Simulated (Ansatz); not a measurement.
Predict the output of the script below (Ansatz 0.2.0 through its Python package).

`asbgeh4o.xyz`
```text
8

Ge    0.41520    1.06830   -0.65720
As    0.45900   -0.00660    1.45070
B    -0.83080   -1.54990    0.74700
O     0.74000   -1.59060    0.68420
H     1.32730    0.40420   -1.68220
H     0.79520    2.60820   -0.49410
H    -1.05430    1.06020   -1.21610
H    -1.75960   -2.05080    1.11190
```

`asbgeh4o.py`:
```python
"""AsBGeH4O at several levels of theory."""

import ansatz as az


def main() -> None:
    mol = az.Crystal.molecule_from_extxyz("asbgeh4o.xyz")

    calculation = mol.calculation().basis(gaussian="def2-SVP")

    methods = ["mp2", "ccsd", "ccsd_t"]
    batch = az.Session.batch([calculation.correlation(m).input() for m in methods])
    reports = sorted(batch.plan().execute().molecular_reports, key=lambda each: each["member"])
    print(f"Hartree-Fock reference {reports[0]['reference_energy_ev'] / 27.211386246:.6f} Ha")
    best = reports[-1]["free_energy_ev"] - reports[-1]["reference_energy_ev"]
    for method, each in zip(methods, reports):
        gained = each["free_energy_ev"] - each["reference_energy_ev"]
        print(f"{method:8s} total {each['free_energy_ev'] / 27.211386246:.6f} Ha  correlation {gained:9.4f} eV  ({100 * gained / best:.1f} % of the last)")


if __name__ == "__main__":
    main()
```

```console
$ python asbgeh4o.py
Hartree-Fock reference -4410.738793 Ha
mp2      total -4411.478375 Ha  correlation  -20.1250 eV  (94.1 % of the last)
ccsd     total -4411.497351 Ha  correlation  -20.6414 eV  (96.5 % of the last)
ccsd_t   total -4411.524551 Ha  correlation  -21.3816 eV  (100.0 % of the last)
```

Caveats:
- Total energies depend on the basis set; only differences at equal settings carry meaning.
- The geometry is a force-field or estimated start, not a minimum of this method, and the basis set is short of its limit. A lower total doesn't mark the better method: functionals have no common bound, and MP2 and coupled cluster aren't variational.
- Inner cores stay frozen; a filled d shell under the valence of the heavier atoms is correlated with it.
